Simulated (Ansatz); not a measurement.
Born–Oppenheimer molecular dynamics of a periodic cell of 16 atoms, Mg2NCl (host Mg2NCl, host structure R-3m). It starts from a structure without forces on its atoms.

The calculation used Ansatz 0.2.0, DFT PBE-D3(BJ), scalar-relativistic, plane waves, PAW. Settings: cutoff 420 eV, k mesh 2x2x2, fermi-dirac smearing 0.05 eV, no spin polarisation.

```
ensemble        : NVT, Nosé–Hoover chain
time step       : 1 fs
steps asked     : 120
set temperature : 900 K
thermostat      : time constant 200 fs, chain length 1
seed            : 134584
```

Frames 2 fs apart, positions in Å, forces in eV/Å.

Velocities at 80.0 fs (Å/ps):

```
Mg -3.19 8.07 -2.25
Mg -5.84 -6.92 -5.43
N 6.09 -4.63 3.33
Cl 4.23 -1.03 -1.41
Mg -5.28 1.14 -1.84
Mg 0.11 4.88 -0.93
N 2.10 -2.61 -4.70
Cl -2.29 -2.19 -1.36
Mg 0.84 7.01 1.25
Mg 5.77 -4.92 -2.26
N -8.50 4.60 0.50
Cl -1.10 -1.06 -0.26
Mg 1.11 -5.98 5.06
Mg 11.65 2.21 1.70
N -9.81 -8.06 5.26
Cl -0.38 4.75 4.51
```

```xyz
16
Lattice="-3.3213 -1.9176 6.0030 3.3213 -1.9176 6.0030 0.0000 3.8351 6.0030" Properties=species:S:1:pos:R:3:forces:R:3 time_fs=80.0 energy_less_start_eV=0.668 T=588
Mg -0.079 -0.021 4.093 -0.01 0.03 -0.34
Mg -0.080 -0.044 14.063 -0.08 0.14 -0.94
N 0.015 0.039 8.963 -0.38 -0.78 0.50
Cl 0.112 0.010 -0.017 0.06 0.19 -0.15
Mg -0.085 -1.917 9.940 0.23 -0.03 0.41
Mg -0.163 1.863 8.074 0.61 0.49 -0.36
N -0.043 1.889 2.949 0.07 -0.02 0.24
Cl 0.072 -1.850 6.207 -0.22 -0.04 -0.53
Mg -1.768 0.871 10.022 0.36 0.19 -0.07
Mg 1.653 -0.991 8.037 -0.09 0.10 -0.42
N 1.484 -0.958 3.038 1.12 -0.40 -0.27
Cl -1.532 1.147 6.078 -0.22 -0.55 -0.44
Mg 1.704 0.969 9.987 -0.83 -0.16 0.32
Mg -1.623 -1.046 7.960 -0.67 0.40 -0.08
N -1.779 -0.992 2.896 0.11 0.20 1.45
Cl 1.778 0.921 5.710 -0.06 0.23 0.69
16
Lattice="-3.3213 -1.9176 6.0030 3.3213 -1.9176 6.0030 0.0000 3.8351 6.0030" Properties=species:S:1:pos:R:3:forces:R:3 time_fs=82.0 energy_less_start_eV=0.662 T=594
Mg -0.085 -0.005 4.088 0.03 -0.04 -0.30
Mg -0.092 -0.058 14.052 -0.07 0.20 -0.85
N 0.026 0.029 8.970 -0.44 -0.60 0.39
Cl 0.120 0.008 -0.020 -0.02 0.20 -0.13
Mg -0.095 -1.915 9.937 0.27 -0.11 0.44
Mg -0.162 1.873 8.072 0.59 0.35 -0.25
N -0.039 1.884 2.940 0.06 0.01 0.32
Cl 0.067 -1.855 6.204 -0.16 -0.02 -0.51
Mg -1.766 0.885 10.024 0.33 0.13 -0.11
Mg 1.664 -1.001 8.032 -0.19 0.08 -0.40
N 1.468 -0.949 3.039 1.21 -0.50 -0.24
Cl -1.534 1.144 6.077 -0.19 -0.54 -0.42
Mg 1.706 0.957 9.998 -0.83 -0.06 0.22
Mg -1.600 -1.042 7.963 -0.78 0.41 -0.11
N -1.798 -1.008 2.909 0.26 0.30 1.30
Cl 1.777 0.931 5.719 -0.06 0.18 0.67
16
Lattice="-3.3213 -1.9176 6.0030 3.3213 -1.9176 6.0030 0.0000 3.8351 6.0030" Properties=species:S:1:pos:R:3:forces:R:3 time_fs=84.0 energy_less_start_eV=0.665 T=594
Mg -0.091 0.011 4.083 0.08 -0.13 -0.27
Mg -0.104 -0.071 14.039 -0.05 0.27 -0.74
N 0.037 0.017 8.979 -0.48 -0.40 0.29
Cl 0.129 0.006 -0.023 -0.09 0.21 -0.10
Mg -0.105 -1.913 9.934 0.30 -0.20 0.48
Mg -0.161 1.883 8.070 0.56 0.22 -0.14
N -0.034 1.879 2.932 0.04 0.04 0.38
Cl 0.062 -1.859 6.201 -0.10 -0.01 -0.49
Mg -1.763 0.899 10.027 0.30 0.07 -0.15
Mg 1.675 -1.011 8.026 -0.29 0.06 -0.37
N 1.456 -0.942 3.039 1.26 -0.57 -0.22
Cl -1.536 1.141 6.076 -0.16 -0.52 -0.40
Mg 1.706 0.945 10.008 -0.82 0.04 0.11
Mg -1.578 -1.036 7.966 -0.89 0.40 -0.14
N -1.817 -1.023 2.925 0.41 0.40 1.11
Cl 1.776 0.941 5.729 -0.07 0.14 0.65
16
Lattice="-3.3213 -1.9176 6.0030 3.3213 -1.9176 6.0030 0.0000 3.8351 6.0030" Properties=species:S:1:pos:R:3:forces:R:3 time_fs=86.0 energy_less_start_eV=0.680 T=590
Mg -0.098 0.027 4.077 0.14 -0.22 -0.23
Mg -0.116 -0.084 14.025 -0.02 0.34 -0.61
N 0.046 0.004 8.988 -0.50 -0.20 0.18
Cl 0.137 0.004 -0.026 -0.17 0.21 -0.06
Mg -0.114 -1.911 9.932 0.32 -0.30 0.51
Mg -0.158 1.895 8.067 0.52 0.10 -0.03
N -0.030 1.873 2.925 0.01 0.07 0.43
Cl 0.057 -1.863 6.197 -0.04 0.01 -0.47
Mg -1.760 0.914 10.029 0.26 -0.01 -0.18
Mg 1.686 -1.020 8.020 -0.39 0.05 -0.33
N 1.448 -0.936 3.038 1.28 -0.62 -0.19
Cl -1.539 1.137 6.074 -0.13 -0.50 -0.36
Mg 1.705 0.932 10.019 -0.79 0.12 0.01
Mg -1.558 -1.030 7.969 -0.99 0.38 -0.15
N -1.835 -1.037 2.944 0.56 0.50 0.87
Cl 1.775 0.951 5.740 -0.07 0.09 0.62
16
Lattice="-3.3213 -1.9176 6.0030 3.3213 -1.9176 6.0030 0.0000 3.8351 6.0030" Properties=species:S:1:pos:R:3:forces:R:3 time_fs=88.0 energy_less_start_eV=0.707 T=578
Mg -0.104 0.043 4.071 0.20 -0.32 -0.19
Mg -0.128 -0.097 14.009 0.03 0.40 -0.46
N 0.054 -0.010 8.998 -0.51 0.00 0.07
Cl 0.145 0.003 -0.029 -0.26 0.21 -0.02
Mg -0.123 -1.910 9.931 0.35 -0.40 0.55
Mg -0.155 1.906 8.064 0.48 -0.01 0.06
N -0.025 1.868 2.919 -0.02 0.10 0.46
Cl 0.052 -1.868 6.192 0.02 0.03 -0.44
Mg -1.757 0.928 10.030 0.22 -0.11 -0.19
Mg 1.696 -1.030 8.013 -0.48 0.04 -0.29
N 1.442 -0.932 3.037 1.26 -0.64 -0.17
Cl -1.542 1.133 6.072 -0.10 -0.47 -0.32
Mg 1.703 0.920 10.030 -0.75 0.20 -0.10
Mg -1.539 -1.024 7.972 -1.08 0.36 -0.17
N -1.851 -1.049 2.965 0.71 0.60 0.61
Cl 1.774 0.961 5.752 -0.08 0.04 0.59
16
Lattice="-3.3213 -1.9176 6.0030 3.3213 -1.9176 6.0030 0.0000 3.8351 6.0030" Properties=species:S:1:pos:R:3:forces:R:3 time_fs=90.0 energy_less_start_eV=0.748 T=559
Mg -0.109 0.058 4.064 0.27 -0.43 -0.15
Mg -0.140 -0.109 13.993 0.08 0.46 -0.29
N 0.060 -0.024 9.007 -0.51 0.19 -0.03
Cl 0.153 0.002 -0.033 -0.34 0.21 0.03
Mg -0.132 -1.909 9.931 0.37 -0.50 0.58
Mg -0.151 1.917 8.061 0.43 -0.11 0.14
N -0.021 1.864 2.914 -0.05 0.13 0.47
Cl 0.047 -1.872 6.187 0.09 0.05 -0.42
Mg -1.753 0.943 10.032 0.19 -0.23 -0.19
Mg 1.705 -1.040 8.006 -0.56 0.05 -0.24
N 1.441 -0.930 3.035 1.21 -0.64 -0.14
Cl -1.545 1.129 6.069 -0.07 -0.45 -0.27
Mg 1.699 0.909 10.041 -0.70 0.27 -0.21
Mg -1.522 -1.016 7.974 -1.16 0.32 -0.18
N -1.865 -1.060 2.989 0.85 0.70 0.33
Cl 1.773 0.971 5.764 -0.08 -0.02 0.56
16
Lattice="-3.3213 -1.9176 6.0030 3.3213 -1.9176 6.0030 0.0000 3.8351 6.0030" Properties=species:S:1:pos:R:3:forces:R:3 time_fs=92.0 energy_less_start_eV=0.802 T=534
Mg -0.115 0.072 4.058 0.34 -0.54 -0.11
Mg -0.152 -0.120 13.977 0.13 0.51 -0.11
N 0.065 -0.037 9.017 -0.49 0.36 -0.12
Cl 0.161 0.001 -0.036 -0.42 0.21 0.08
Mg -0.140 -1.910 9.931 0.39 -0.59 0.61
Mg -0.146 1.928 8.059 0.38 -0.20 0.21
N -0.016 1.859 2.911 -0.09 0.16 0.46
Cl 0.042 -1.877 6.181 0.15 0.06 -0.39
Mg -1.749 0.957 10.033 0.15 -0.36 -0.18
Mg 1.714 -1.049 7.999 -0.64 0.07 -0.18
N 1.442 -0.930 3.033 1.13 -0.62 -0.12
Cl -1.548 1.124 6.067 -0.04 -0.42 -0.22
Mg 1.694 0.897 10.052 -0.65 0.34 -0.31
Mg -1.507 -1.008 7.976 -1.23 0.28 -0.18
N -1.877 -1.069 3.013 0.97 0.82 0.03
Cl 1.772 0.981 5.777 -0.09 -0.07 0.53
16
Lattice="-3.3213 -1.9176 6.0030 3.3213 -1.9176 6.0030 0.0000 3.8351 6.0030" Properties=species:S:1:pos:R:3:forces:R:3 time_fs=94.0 energy_less_start_eV=0.866 T=503
Mg -0.119 0.086 4.051 0.40 -0.66 -0.07
Mg -0.164 -0.131 13.960 0.19 0.55 0.07
N 0.069 -0.049 9.027 -0.47 0.52 -0.21
Cl 0.168 0.001 -0.039 -0.50 0.21 0.13
Mg -0.147 -1.911 9.933 0.40 -0.66 0.63
Mg -0.140 1.939 8.057 0.34 -0.27 0.27
N -0.012 1.855 2.908 -0.12 0.20 0.43
Cl 0.037 -1.881 6.175 0.21 0.08 -0.36
Mg -1.745 0.970 10.034 0.12 -0.51 -0.15
Mg 1.722 -1.058 7.991 -0.71 0.09 -0.12
N 1.447 -0.931 3.031 1.03 -0.59 -0.10
Cl -1.551 1.118 6.064 -0.01 -0.39 -0.17
Mg 1.689 0.887 10.062 -0.58 0.40 -0.41
Mg -1.494 -1.000 7.978 -1.29 0.23 -0.18
N -1.886 -1.076 3.037 1.08 0.93 -0.27
Cl 1.770 0.991 5.790 -0.11 -0.13 0.49
16
Lattice="-3.3213 -1.9176 6.0030 3.3213 -1.9176 6.0030 0.0000 3.8351 6.0030" Properties=species:S:1:pos:R:3:forces:R:3 time_fs=96.0 energy_less_start_eV=0.938 T=468
Mg -0.123 0.099 4.044 0.46 -0.77 -0.03
Mg -0.175 -0.140 13.944 0.24 0.59 0.26
N 0.071 -0.060 9.036 -0.44 0.65 -0.27
Cl 0.175 0.000 -0.042 -0.57 0.20 0.19
Mg -0.154 -1.913 9.936 0.42 -0.72 0.63
Mg -0.134 1.949 8.055 0.30 -0.34 0.32
N -0.008 1.852 2.907 -0.15 0.24 0.38
Cl 0.033 -1.885 6.169 0.27 0.10 -0.32
Mg -1.740 0.983 10.035 0.09 -0.67 -0.12
Mg 1.728 -1.067 7.983 -0.76 0.12 -0.06
N 1.455 -0.934 3.028 0.92 -0.54 -0.08
Cl -1.554 1.112 6.061 0.02 -0.36 -0.12
Mg 1.682 0.876 10.071 -0.52 0.45 -0.50
Mg -1.483 -0.992 7.980 -1.34 0.18 -0.17
N -1.893 -1.080 3.061 1.18 1.04 -0.55
Cl 1.769 1.001 5.804 -0.12 -0.19 0.45
16
Lattice="-3.3213 -1.9176 6.0030 3.3213 -1.9176 6.0030 0.0000 3.8351 6.0030" Properties=species:S:1:pos:R:3:forces:R:3 time_fs=98.0 energy_less_start_eV=1.011 T=433
Mg -0.127 0.110 4.037 0.51 -0.88 0.01
Mg -0.186 -0.149 13.928 0.30 0.62 0.44
N 0.072 -0.069 9.044 -0.42 0.75 -0.33
Cl 0.181 0.000 -0.045 -0.64 0.20 0.23
Mg -0.160 -1.916 9.940 0.44 -0.75 0.62
Mg -0.128 1.959 8.054 0.27 -0.40 0.35
N -0.005 1.849 2.907 -0.18 0.28 0.33
Cl 0.029 -1.889 6.162 0.33 0.12 -0.29
Mg -1.736 0.995 10.035 0.07 -0.81 -0.09
Mg 1.733 -1.077 7.975 -0.81 0.16 0.01
N 1.465 -0.938 3.025 0.79 -0.49 -0.06
Cl -1.557 1.105 6.057 0.05 -0.33 -0.07
Mg 1.675 0.867 10.080 -0.45 0.50 -0.59
Mg -1.474 -0.983 7.981 -1.37 0.12 -0.16
N -1.896 -1.082 3.083 1.25 1.15 -0.81
Cl 1.767 1.011 5.819 -0.14 -0.26 0.40
16
Lattice="-3.3213 -1.9176 6.0030 3.3213 -1.9176 6.0030 0.0000 3.8351 6.0030" Properties=species:S:1:pos:R:3:forces:R:3 time_fs=100.0 energy_less_start_eV=1.078 T=400
Mg -0.129 0.120 4.030 0.55 -0.98 0.06
Mg -0.197 -0.157 13.912 0.35 0.65 0.61
N 0.072 -0.076 9.052 -0.40 0.82 -0.37
Cl 0.186 0.000 -0.047 -0.70 0.20 0.28
Mg -0.165 -1.921 9.944 0.46 -0.76 0.59
Mg -0.121 1.969 8.053 0.24 -0.45 0.37
N -0.002 1.848 2.908 -0.19 0.32 0.26
Cl 0.025 -1.893 6.155 0.38 0.14 -0.26
Mg -1.731 1.005 10.035 0.04 -0.94 -0.07
Mg 1.737 -1.085 7.967 -0.85 0.21 0.08
N 1.477 -0.944 3.022 0.65 -0.42 -0.05
Cl -1.560 1.099 6.054 0.07 -0.29 -0.02
Mg 1.667 0.858 10.088 -0.37 0.54 -0.66
Mg -1.467 -0.973 7.982 -1.38 0.07 -0.14
N -1.895 -1.080 3.103 1.31 1.23 -1.03
Cl 1.766 1.021 5.834 -0.16 -0.32 0.35
16
Lattice="-3.3213 -1.9176 6.0030 3.3213 -1.9176 6.0030 0.0000 3.8351 6.0030" Properties=species:S:1:pos:R:3:forces:R:3 time_fs=102.0 energy_less_start_eV=1.134 T=373
Mg -0.131 0.129 4.023 0.58 -1.07 0.10
Mg -0.207 -0.163 13.898 0.40 0.66 0.76
N 0.071 -0.081 9.058 -0.38 0.86 -0.40
Cl 0.191 0.000 -0.050 -0.76 0.20 0.32
Mg -0.170 -1.926 9.950 0.49 -0.74 0.54
Mg -0.114 1.977 8.053 0.21 -0.49 0.39
N 0.001 1.847 2.910 -0.21 0.35 0.19
Cl 0.021 -1.897 6.147 0.42 0.16 -0.22
Mg -1.726 1.014 10.036 0.02 -1.04 -0.06
Mg 1.740 -1.094 7.959 -0.87 0.25 0.15
N 1.491 -0.951 3.019 0.51 -0.35 -0.03
Cl -1.563 1.091 6.051 0.09 -0.26 0.03
Mg 1.658 0.850 10.094 -0.30 0.58 -0.73
Mg -1.462 -0.964 7.983 -1.38 0.01 -0.12
N -1.891 -1.075 3.121 1.35 1.27 -1.21
Cl 1.764 1.030 5.850 -0.18 -0.38 0.28
```

Of the whole run (120 fs, mean temperature of the second half 484 K): The conserved energy stayed within 0.087 meV per atom of its start (net change 0.048 meV per atom), so the integration is sound. The mean temperature of the second half is 46 % below the set value. A run of 0.12 ps of so small a system gives no equilibrium averages. Limits of this set-up: coarse k mesh.

The run took 13 min on 1 thread of AMD EPYC 7R43 64-Core Processor (Zen 3), with other jobs on the host, peak memory 0.66 GiB.
